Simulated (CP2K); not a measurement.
Runs of CP2K 2026.2 on HPbNO4. The typed cell holds 14 atoms: a = 4.120 Å, b = 6.427 Å, c = 8.387 Å, α = 67.04°, β = 89.96°, γ = 89.98°. The cell was built by a generator and needn't be a form met in nature.

```csv
level,potentials or basis,k mesh,EPS_DEFAULT,NGRIDS,CUTOFF of the grids,gap on the mesh (eV),pressure (GPa),largest force (eV/Å)
PBE,"POTENTIAL_UZH H GTH-PBE-q1, Pb GTH-PBE-q4, N GTH-PBE-q5, O GTH-PBE-q6; DZVP-MOLOPT-PBE-GTH basis",7 × 5 × 4,1.0E-10,4,600 Ry,(a),2.2,-
RPBE,"GTH_POTENTIALS H GTH-PBE-q1, Pb GTH-PBE-q4, N GTH-PBE-q5, O GTH-PBE-q6; DZVP-MOLOPT-SR-GTH basis",5 × 4 × 3,1.0E-9,5,900 Ry,3.38,2.5,(c)
PBE,"GTH_POTENTIALS H GTH-PBE-q1, Pb GTH-PBE-q4, N GTH-PBE-q5, O GTH-PBE-q6; DZVP-MOLOPT-SR-GTH basis",5 × 4 × 3,1.0E-9,5,900 Ry,3.33,1.0,(b)
LDA,"GTH_POTENTIALS H GTH-PBE-q1, Pb GTH-PBE-q4, N GTH-PBE-q5, O GTH-PBE-q6; DZVP-MOLOPT-SR-GTH basis",5 × 4 × 3,1.0E-9,5,900 Ry,3.23,-1.6,0.70
PBE,"GTH_POTENTIALS H GTH-PBE-q1, Pb GTH-PBE-q4, N GTH-PBE-q5, O GTH-PBE-q6; DZVP-MOLOPT-SR-GTH basis",5 × 4 × 3,1.0E-9,5,600 Ry,3.33,1.0,-
```

Alike in all rows: task single point; no spin polarisation; cell as given; smearing fermi-dirac 0.05 eV.

Question: Estimate the missing entries.

Answer: (a) 3.24; (b) 0.56; (c) 0.62.

Caveats: spin-orbit coupling is left out, which as a rule narrows the gap of such compounds by several tenths of an eV; an odd mesh through Γ misses points on the zone boundary, where band edges often lie; the basis of atomic orbitals isn't converged, which shifts pressures, moduli and gaps; the forces don't sum to zero, a sign of grid noise (some runs); the potentials were made for another functional, which shifts forces and pressure (some runs).

A k mesh can miss the band edges, and the runs leave out spin-orbit coupling on Pb.

Not every run made on this cell is shown here.
